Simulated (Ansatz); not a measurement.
# HfN: the cost of one run

Program: Ansatz 0.2.0. Level of theory: DFT r2SCAN, scalar-relativistic, plane waves, PAW. These are calculated values, not measurements.

2 further runs of the same task are left out: 2 set aside as unsound or not needed.

## (1) The structure to begin with

It takes space group Fm-3m (No. 225, cubic). The conventional cell has a = 4.525 Å, b = 4.525 Å, c = 4.525 Å, α = 90.00°, β = 90.00°, γ = 90.00°. Hf (site symmetry m-3m) has 6 N at 2.26 Å as nearest neighbours. N (site symmetry m-3m) has 6 Hf at 2.26 Å as nearest neighbours.

As a file:

```
Hf N
1.0
     0.00000    2.26270    2.26270
     2.26270    0.00000    2.26270
     2.26270    2.26270    0.00000
Hf N
1 1
Direct
  0.00000 0.00000 0.00000
  0.50000 0.50000 0.50000
```

This cell was relaxed beforehand with the same method: volume 11.58 Å³/atom, gap on the mesh none (metal).

## (2) Bulk reference on the slab's mesh

The input, input.yaml:

```yaml
crystal:
  lattice:
    - [3.1999394461, 0.0, 0.0]
    - [-1.599969723, 2.7712288509, 0.0]
    - [1.599969723, 0.9237429503, 2.6127396169]
  atoms:
    - { symbol: Hf, position: [0.0, 0.0, 0.0] }
    - { symbol: "N", position: [0.0, 0.5, 0.5] }
basis:
  ecutwfc: 500
kpoints:
  mp_grid: { grid: [12, 12, 13] }
hamiltonian:
  xc: r2scan
scf:
  occupations: { method: gaussian, width: 0.1 }
output:
  forces: true
  stress: true
  eigenvalues: true
```

The run is started by

```console
ansatz run input.yaml --threads 1 --pin off --max-ram 2560MiB --backend cpu --events-out ev --progress --plain --runs-dir out
```

What time and memory should one allow on 1 thread of Intel Xeon Platinum 8259CL at 2.50GHz (Skylake/Cascade Lake), shared host?

About 28 s, with a peak of 0.64 GiB.
